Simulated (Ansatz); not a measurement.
# Copper, diamond under LDA: structure, energy and stiffness

The plan for copper in the diamond structure: relax it, solve it on a dense k-mesh, switch on spin-orbit coupling, then scale the cell to 7 volumes from 88 to 112 % of the relaxed one and try a fit of the equation of state. The k-meshes are 11×11×11 for the relaxation; 17×17×17 for the dense run; 11×11×11 for spin-orbit coupling; 12×12×12 for the volumes.

This is Cu in the diamond structure; at room conditions it is fcc.

Program: Ansatz 0.2.0. Level of theory: DFT LDA (PW92), plane waves (420 eV) with PAW, scalar-relativistic; the PAW data stem from PBE, with regenerated cores. These are calculated values, not measurements.

### Step 1. The system as given

Symmetry: Fd-3m, No. 227, cubic system. Conventional cell: a = 5.034 Å, b = 5.034 Å, c = 5.034 Å, α = 90.00°, β = 90.00°, γ = 90.00°. Around Cu (site symmetry -43m) lie 4 Cu at 2.18 Å.

Structure file:

```
Cu
1.0
     0.00000    2.51687    2.51687
     2.51687    0.00000    2.51687
     2.51687    2.51687    0.00000
Cu
2
Direct
  0.12500 0.12500 0.12500
  0.87500 0.87500 0.87500
```

### Step 2. Relaxing cell and atoms

Input file input.yaml:

```yaml
crystal:
  lattice:
    - [0.0, 2.5168736955, 2.5168736955]
    - [2.5168736955, 0.0, 2.5168736955]
    - [2.5168736955, 2.5168736955, 0.0]
  atoms:
    - { symbol: Cu, position: [0.125, 0.125, 0.125] }
    - { symbol: Cu, position: [0.875, 0.875, 0.875] }
hamiltonian:
  xc: lda
  pseudopotentials:
    kind: paw
    azcp:
      Cu: "pseudopotentials/Cu.paw.azcp"
basis:
  ecutwfc: 420
  fft_grid_basis: typed
kpoints:
  mp_grid: { grid: [11, 11, 11], shift: [0, 0, 0] }
magnetization:
  spin_polarized: false
scf:
  occupations: { method: fermi_dirac, width: 0.1 }
relax:
  max_steps: 60
  f_tol: 0.01
  cell: {}
```

Further steps of the session: Single point on a dense mesh; A two-component run at the same geometry; The cell scaled to 88 % of its volume; The cell scaled to 92 % of its volume; The cell scaled to 96 % of its volume; The cell scaled to 100 % of its volume; The cell scaled to 104 % of its volume; The cell scaled to 108 % of its volume; The cell scaled to 112 % of its volume.

What does the calculation give? Wanted: space group; conventional cell; volume; shortest distance; gap on the mesh; relative to fcc; V₀, B₀, B₀′.

**Answer**, as computed:

```
                      quantity                         value
space group (spins left aside)               Fd-3m (No. 227)
             conventional cell                   a = 5.149 Å
                        volume                17.063 Å³/atom
             shortest distance                       2.230 Å
               gap on the mesh  none (levels filled in part)
               relative to fcc                +1237 meV/atom
                   V₀, B₀, B₀′   17.053 Å³/atom, 78 GPa, 4.9
```

What this shows: The relaxation enlarged the cell by 7.0 % in volume. It lies 1237 meV/atom above the element's reference form at the same level (fcc, from a run of its own), so it is far from stable. No gap shows: it is a metal or semimetal at this level. The total energy of the spin-orbit run lies -0.35 eV/atom from the scalar one, but the two kinds of run don't share a zero of energy: only differences within one kind count. The fitted modulus is 78 GPa. Relaxation kept the symmetry; phonons were not checked.
